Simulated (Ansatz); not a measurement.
Crystal: MoPd3.

```xyz
4
Lattice="1.3842 0.7992 9.0627 -1.3842 0.7992 9.0627 0.0000 -1.5983 9.0627" Properties=species:S:1:pos:R:3 pbc="T T T"
Pd    0.0000    0.0000   20.3384
Pd    0.0000    0.0000   13.5940
Pd    0.0000    0.0000    6.8496
Mo    0.0000    0.0000    0.0000
```

The cell comes from a database or a generator and needn't be the stable form of this composition.

Base run:

```yaml
Program: Ansatz 0.2.0
Functional: PBEsol
Potentials_or_basis: all-electron LAPW, scalar-relativistic
Cutoff: 263 eV
Density_cutoff: 1052 eV
Basis_error_allowed: 0.001 eV/atom
k_mesh: 11 × 11 × 11
Occupations: fermi-dirac, width 0.05 eV
Spin: no spin polarisation
```

Its results: pressure -5.3 GPa; largest force 0.067 eV/Å.

The run is repeated on the same cell with these changes: functional from PBEsol to LDA; basis error allowed from 0.001 eV/atom to 0.002 eV/atom. What comes out?

Pressure -10.7 GPa; largest force 0.095 eV/Å.

Not every run made on this cell is shown here.
